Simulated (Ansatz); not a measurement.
# C2H8ClNSSi: the cost of one run

Method: RKS B3LYP/def2-SVP, in Ansatz 0.2.0.

**1. The starting structure**

Bond lengths: C1–Si2 1.846 Å, Si2–N3 1.673 Å, Si2–S4 2.126 Å, Si2–C5 1.847 Å, C5–Cl6 1.807 Å, C1–H7 1.102 Å, C1–H8 1.031 Å, C1–H9 1.147 Å, N3–H10 1.020 Å, N3–H11 1.056 Å, S4–H12 1.390 Å, C5–H13 1.149 Å, C5–H14 1.059 Å. Angles (14 of 22 angles, heavy atoms first): C1–Si2–N3 108.2°, C1–Si2–S4 109.3°, C1–Si2–C5 115.1°, N3–Si2–S4 101.3°, N3–Si2–C5 113.2°, S4–Si2–C5 108.9°, Si2–C5–Cl6 109.7°, Si2–C1–H7 110.8°, Si2–C1–H8 112.7°, Si2–C1–H9 109.5°, Si2–N3–H10 112.4°, Si2–N3–H11 111.2°, Si2–S4–H12 94.9°, Si2–C5–H13 112.7°.

As a file:

```xyz
14

C    -0.8828   -0.8568    1.0452
Si    0.2060   -0.1435   -0.2636
N     1.7793   -0.6158    0.0520
S    -0.1656   -1.1397   -2.1048
C     0.0299    1.6763   -0.5223
Cl    0.3450    2.5462    1.0296
H    -0.6726   -0.3957    2.0236
H    -0.8172   -1.8844    1.1011
H    -1.9696   -0.5481    0.8499
H     1.8916   -1.6292    0.0347
H     2.0677   -0.3531    1.0332
H    -1.4972   -0.7486   -2.1850
H    -1.0331    1.9788   -0.8359
H     0.7056    2.0844   -1.2287
```

**2. Relaxing end A**

The input, input.yaml:

```yaml
crystal:
  periodic: [false, false, false]
  atoms:
    - { symbol: C, position_ang: [-0.8828, -0.8568, 1.0452] }
    - { symbol: Si, position_ang: [0.206, -0.1435, -0.2636] }
    - { symbol: "N", position_ang: [1.7793, -0.6158, 0.052] }
    - { symbol: S, position_ang: [-0.1656, -1.1397, -2.1048] }
    - { symbol: C, position_ang: [0.0299, 1.6763, -0.5223] }
    - { symbol: Cl, position_ang: [0.345, 2.5462, 1.0296] }
    - { symbol: H, position_ang: [-0.6726, -0.3957, 2.0236] }
    - { symbol: H, position_ang: [-0.8172, -1.8844, 1.1011] }
    - { symbol: H, position_ang: [-1.9696, -0.5481, 0.8499] }
    - { symbol: H, position_ang: [1.8916, -1.6292, 0.0347] }
    - { symbol: H, position_ang: [2.0677, -0.3531, 1.0332] }
    - { symbol: H, position_ang: [-1.4972, -0.7486, -2.185] }
    - { symbol: H, position_ang: [-1.0331, 1.9788, -0.8359] }
    - { symbol: H, position_ang: [0.7056, 2.0844, -1.2287] }
basis:
  gaussian: { orbitals: def2-SVP }
hamiltonian:
  xc: b3lyp
relax:
  f_tol: 0.015
  max_steps: 40
output:
  orbitals: {}
```

Launch:

```sh
ansatz run input.yaml --threads 2 --pin off --max-ram 3072MiB --backend cpu --events-out ev --progress --plain --runs-dir out
```

What time and memory should one allow on 2 threads of Arm Neoverse V1, shared host?

About 56 s, with a peak of 0.37 GiB.
